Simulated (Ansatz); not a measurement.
# YF3: basis-set convergence

The task here is to estimate one member of a computed series from the others.

Method: one geometry, several basis sets; program: Ansatz 0.2.0, Gaussian basis.

Plan: PBE0-D4/def2-SVP; ωB97M-V/def2-SVP; PBE0-D4/def2-QZVPP; ωB97M-V/def2-QZVPP; the functionals' def2-TZVPP values are taken from earlier runs.

**The geometry**

An earlier PBE0-D4 in a triple-zeta def2 set relaxation fixed the geometry. Y takes the def2 core potential; no spin-orbit term is included.

4 atoms, charge 0, spin multiplicity 1.

Atoms are counted from 1 here; the program's logs count them from 0.

Bond lengths: F1–Y2 1.997 Å, Y2–F3 1.997 Å, Y2–F4 1.997 Å. Angles: F1–Y2–F3 120.0°, F1–Y2–F4 120.0°, F3–Y2–F4 120.0°.

Coordinates:

```xyz
4

F    -0.0732    0.4298    1.9396
Y     0.0136   -0.0152   -0.0049
F     0.8176   -1.7434   -0.5990
F    -0.7025    1.2685   -1.3560
```

The first run:

in.yaml reads:

```yaml
crystal:
  periodic: [false, false, false]
  atoms:
    - {symbol: F, position_ang: [-0.073177, 0.429801, 1.939565]}
    - {symbol: Y, position_ang: [0.013555, -0.015191, -0.004874]}
    - {symbol: F, position_ang: [0.817599, -1.743438, -0.598959]}
    - {symbol: F, position_ang: [-0.702477, 1.268527, -1.356031]}
basis:
  gaussian: {orbitals: def2-SVP}
hamiltonian: {xc: pbe0, dispersion: d4}
output: {orbitals: {seedname: orbitals}}
```

On the command line:

```sh
ansatz run in.yaml --threads 2 --pin off --events-out ev --progress --plain --max-ram 32768MiB --backend cpu
```

Steps of the session up to this table: PBE0-D4 in def2-SVP; ωB97M-V in def2-SVP; PBE0-D4 in def2-QZVPP; ωB97M-V in def2-QZVPP.

One table of the session follows, with a row left open; its other results are not shown here.

It belongs to the step «Density functionals: the series». 

```
functional       basis  HOMO (eV)  LUMO (eV)
   PBE0-D4    def2-SVP     -10.32      -2.32
   PBE0-D4  def2-TZVPP     -10.55      -2.37
   PBE0-D4  def2-QZVPP     -10.55      -2.32
   ωB97M-V    def2-SVP     -12.83      -0.94
   ωB97M-V  def2-TZVPP          ?          ?
   ωB97M-V  def2-QZVPP     -13.08      -1.04
```

Estimate the missing values for ωB97M-V, def2-TZVPP.

**Answer.** HOMO (eV): -13.08; LUMO (eV): -1.06.
